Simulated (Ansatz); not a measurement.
**Cl₂FGeHO: small, medium and large basis sets**

One table from this session's results is given with a row withheld; the runs are named, their logs left out.

Method: one geometry, several basis sets; program: Ansatz 0.2.0, Gaussian basis.

Plan: PBE0-D4/def2-SVP; ωB97M-V/def2-SVP; PBE0-D4/def2-QZVPP; ωB97M-V/def2-QZVPP; the functionals' def2-TZVPP values are taken from earlier runs.

## The relaxed structure

The geometry comes from an earlier relaxation with PBE0-D4 in a triple-zeta def2 set; it is a stationary point.

SMILES `[OH][Ge]([F])([Cl])[Cl]`, 6 atoms, charge 0, spin multiplicity 1.

Atoms are counted from 1 here; the program's logs count them from 0.

Bond lengths: O1–Ge2 1.741 Å, O1–H6 0.962 Å, Ge2–F3 1.716 Å, Ge2–Cl4 2.116 Å, Ge2–Cl5 2.100 Å. Angles: Ge2–O1–H6 113.0°, O1–Ge2–F3 109.6°, O1–Ge2–Cl4 112.3°, O1–Ge2–Cl5 108.0°, F3–Ge2–Cl4 106.2°, F3–Ge2–Cl5 108.4°, Cl4–Ge2–Cl5 112.3°.

Set-up of the first run:

in.yaml

```yaml
crystal:
  periodic: [false, false, false]
  atoms:
    - {symbol: O, position_ang: [-0.615381, 0.491569, 1.191404]}
    - {symbol: Ge, position_ang: [0.197460, 0.033571, -0.278044]}
    - {symbol: F, position_ang: [1.721399, -0.658354, 0.099095]}
    - {symbol: Cl, position_ang: [-0.868960, -1.440333, -1.358023]}
    - {symbol: Cl, position_ang: [0.521485, 1.773104, -1.408138]}
    - {symbol: H, position_ang: [-0.913903, -0.263557, 1.707507]}
basis:
  gaussian: {orbitals: def2-SVP}
hamiltonian: {xc: pbe0, dispersion: d4}
output: {orbitals: {seedname: orbitals}}
```

Launch:

```console
$ ansatz run in.yaml --threads 4 --pin off --events-out ev --progress --plain --max-ram 10444MiB
```

Among the steps run: PBE0-D4 in def2-SVP; ωB97M-V in def2-SVP; PBE0-D4 in def2-QZVPP; ωB97M-V in def2-QZVPP.

One of the session's tables, all rows but one given; the rest of the session is left out.

It belongs to the step «Density functionals: the series». 

| functional | basis | HOMO (eV) |
| --- | --- | --- |
| PBE0-D4 | def2-SVP | -9.64 |
| PBE0-D4 | def2-TZVPP | -9.80 |
| PBE0-D4 | def2-QZVPP | -9.83 |
| ωB97M-V | def2-SVP | -11.87 |
| ωB97M-V | def2-TZVPP | ? |
| ωB97M-V | def2-QZVPP | -12.12 |

Estimate the missing values for ωB97M-V, def2-TZVPP.

**Answer.** HOMO (eV): -12.07. In the column «HOMO (eV)» it lies between ωB97M-V, def2-QZVPP (-12.12) and ωB97M-V, def2-SVP (-11.87).
